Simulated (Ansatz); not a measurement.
# H₇SSbSi₂: small, medium and large basis sets

How large a basis does H₇SSbSi₂ need? Two functionals are run in growing sets.

The runs use Ansatz 0.2.0, Gaussian basis; one geometry, several basis sets.

Levels to be run: PBE0-D4/def2-SVP; ωB97M-V/def2-SVP; PBE0-D4/def2-QZVPP; ωB97M-V/def2-QZVPP; the functionals' def2-TZVPP values are taken from earlier runs.

## 1. Structure used throughout

The geometry comes from an earlier relaxation with PBE0-D4 in a triple-zeta def2 set; it is a stationary point, not always the lowest conformer. Sb takes the def2 core potential; no spin-orbit term is included.

SMILES `[SiH3][S][SbH][SiH3]`, 11 atoms, charge 0, spin multiplicity 1.

Atoms are counted from 1 here; the program's logs count them from 0.

Bond lengths: Si1–S2 2.130 Å, Si1–H5 1.487 Å, Si1–H6 1.485 Å, Si1–H7 1.486 Å, S2–Sb3 2.442 Å, Sb3–Si4 2.576 Å, Sb3–H8 1.711 Å, Si4–H9 1.484 Å, Si4–H10 1.485 Å, Si4–H11 1.488 Å. Angles: S2–Si1–H5 111.4°, S2–Si1–H6 106.4°, S2–Si1–H7 111.4°, H5–Si1–H6 109.6°, H5–Si1–H7 108.2°, H6–Si1–H7 109.8°, Si1–S2–Sb3 97.0°, S2–Sb3–Si4 91.4°, S2–Sb3–H8 94.0°, Si4–Sb3–H8 91.3°, Sb3–Si4–H9 110.7°, Sb3–Si4–H10 107.9°, Sb3–Si4–H11 109.5°, H9–Si4–H10 109.8°, H9–Si4–H11 109.8°, H10–Si4–H11 109.2°.

## 2. PBE0-D4 in def2-SVP

Input file in.yaml:

```yaml
crystal:
  periodic: [false, false, false]
  atoms:
    - {symbol: Si, position_ang: [0.343796, 2.567299, 0.537284]}
    - {symbol: S, position_ang: [-0.460431, 0.688216, 1.137420]}
    - {symbol: Sb, position_ang: [1.151871, -0.715398, -0.043275]}
    - {symbol: Si, position_ang: [-0.722526, -2.262524, -0.898066]}
    - {symbol: H, position_ang: [0.349548, 2.706814, -0.942960]}
    - {symbol: H, position_ang: [-0.532970, 3.607429, 1.131803]}
    - {symbol: H, position_ang: [1.736420, 2.742744, 1.026376]}
    - {symbol: H, position_ang: [1.432695, -1.733601, 1.303417]}
    - {symbol: H, position_ang: [-1.677129, -2.581268, 0.192948]}
    - {symbol: H, position_ang: [-1.430122, -1.557730, -1.997167]}
    - {symbol: H, position_ang: [-0.125853, -3.518981, -1.427280]}
basis:
  gaussian: {orbitals: def2-SVP}
hamiltonian: {xc: pbe0, dispersion: d4}
output: {orbitals: {seedname: orbitals}}
```

After this run come: ωB97M-V in def2-SVP; PBE0-D4 in def2-QZVPP; ωB97M-V in def2-QZVPP.

Q: Predict the results of all the runs planned. Wanted: PBE0-D4: double and triple zeta above quadruple; ωB97M-V: double and triple zeta above quadruple.

The runs gave:

| quantity | value |
| --- | --- |
| PBE0-D4: double and triple zeta above quadruple | 10.57, 0.92 eV |
| ωB97M-V: double and triple zeta above quadruple | 10.61, 0.87 eV |

In words: PBE0-D4 gains 9.65 eV from double to triple zeta, then 0.92 eV more. These are total energies; as a rule much of such shifts cancels in differences, which this series doesn't test.
